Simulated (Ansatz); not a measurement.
**C2H4BCl: up Jacob's ladder to CCSD(T)**

The task here is to estimate one member of a computed series from the others.

Program: Ansatz 0.2.0, Gaussian basis. Level of theory: functionals in def2-TZVPP, the program's frozen cores in correlated methods. These are calculated values, not measurements.

Levels to be run: LDA (SPW92), PBE-D4, revPBE-D4, BLYP-D4, r2SCAN-D4, B97M-V, PBE0-D4, B3LYP-D4, r2SCANh-D4, r2SCAN0-D4, HSE06-D4, BHLYP-D4, CAM-B3LYP-D4, LC-ωPBE, ωB97X-V, ωB97M-V, B2PLYP, PBE-QIDH; CCSD(T)/def2-SVP; CCSD(T)/def2-TZVPP; MP2/def2-QZVPP; extrapolation to the limit; RPA on PBE.

## The geometry

The geometry comes from an earlier relaxation with PBE0-D4 in a triple-zeta def2 set; it is a stationary point, not always the lowest conformer.

8 atoms, charge 0, spin multiplicity 1.

Atoms are counted from 1 here; the program's logs count them from 0.

Bond lengths: Cl1–C2 1.763 Å, C2–B3 1.527 Å, C2–C4 1.531 Å, C2–H5 1.083 Å, B3–C4 1.522 Å, B3–H6 1.182 Å, C4–H7 1.086 Å, C4–H8 1.088 Å. Angles: Cl1–C2–B3 116.6°, Cl1–C2–C4 118.7°, Cl1–C2–H5 111.8°, B3–C2–C4 59.7°, B3–C2–H5 124.5°, C4–C2–H5 116.4°, C2–B3–C4 60.3°, C2–B3–H6 147.9°, C4–B3–H6 150.3°, C2–C4–B3 60.0°, C2–C4–H7 114.1°, C2–C4–H8 119.6°, B3–C4–H7 122.4°, B3–C4–H8 118.2°, H7–C4–H8 112.6°.

Set-up of the first run:

in.yaml reads:

```yaml
crystal:
  periodic: [false, false, false]
  atoms:
    - {symbol: Cl, position_ang: [-1.370977, 1.204624, -1.234683]}
    - {symbol: C, position_ang: [0.099334, 0.428947, -0.647645]}
    - {symbol: B, position_ang: [0.337293, 0.468952, 0.860433]}
    - {symbol: C, position_ang: [-0.027169, -0.847145, 0.188197]}
    - {symbol: H, position_ang: [0.884461, 0.439731, -1.393495]}
    - {symbol: H, position_ang: [0.466980, 1.122255, 1.837186]}
    - {symbol: H, position_ang: [0.713709, -1.606109, -0.047286]}
    - {symbol: H, position_ang: [-1.011630, -1.268456, 0.381392]}
basis:
  gaussian: {orbitals: def2-TZVPP}
hamiltonian: {xc: lda}
output: {orbitals: {seedname: orbitals}}
```

The run is started by

```sh
$ ansatz run in.yaml --threads 2 --pin off --events-out ev --progress --plain --max-ram 4352MiB
```

Steps of the session up to this table: LDA; PBE-D4 (GGA); revPBE-D4 (GGA); BLYP-D4 (GGA); r2SCAN-D4 (meta-GGA); B97M-V (meta-GGA); PBE0-D4 (hybrid); B3LYP-D4 (hybrid); r2SCANh-D4 (hybrid); r2SCAN0-D4 (hybrid); HSE06-D4 (hybrid); BHLYP-D4 (hybrid); CAM-B3LYP-D4 (range-separated); LC-ωPBE (range-separated); ωB97X-V (range-separated); ωB97M-V (range-separated); B2PLYP (double hybrid); PBE-QIDH (double hybrid).

One of the session's tables, all rows but one given; the rest of the session is left out.

It belongs to the step «Frontier levels by functional». 

```
  functional  HOMO (eV)  LUMO (eV)  gap (eV)
 LDA (SPW92)      -6.21      -3.22      2.99
      PBE-D4      -6.07      -2.94      3.13
   revPBE-D4      -6.02      -2.83      3.20
     BLYP-D4          ?          ?         ?
   r2SCAN-D4      -6.31      -2.59      3.72
      B97M-V      -6.40      -2.60      3.80
     PBE0-D4      -7.35      -1.93      5.43
    B3LYP-D4      -7.14      -2.14      5.00
  r2SCANh-D4      -6.79      -2.24      4.55
  r2SCAN0-D4      -7.50      -1.72      5.78
    HSE06-D4      -6.95      -2.31      4.64
    BHLYP-D4      -8.54      -0.82      7.71
CAM-B3LYP-D4      -8.73      -0.78      7.95
     LC-ωPBE     -10.11       0.43     10.54
     ωB97X-V      -9.73       0.33     10.06
     ωB97M-V      -9.60       0.10      9.70
```

**Question.** Estimate the row for BLYP-D4.

Worked estimate for «HOMO (eV)». Against the share of exact exchange, B3LYP-D4 (0.2, -7.14), BHLYP-D4 (0.5, -8.54) give a slope of -4.67 per unit share; at 0 the line stands at -6.21.

As computed: HOMO (eV): -5.95; LUMO (eV): -2.77; gap (eV): 3.18. In «HOMO (eV)» the line misses by -0.26.
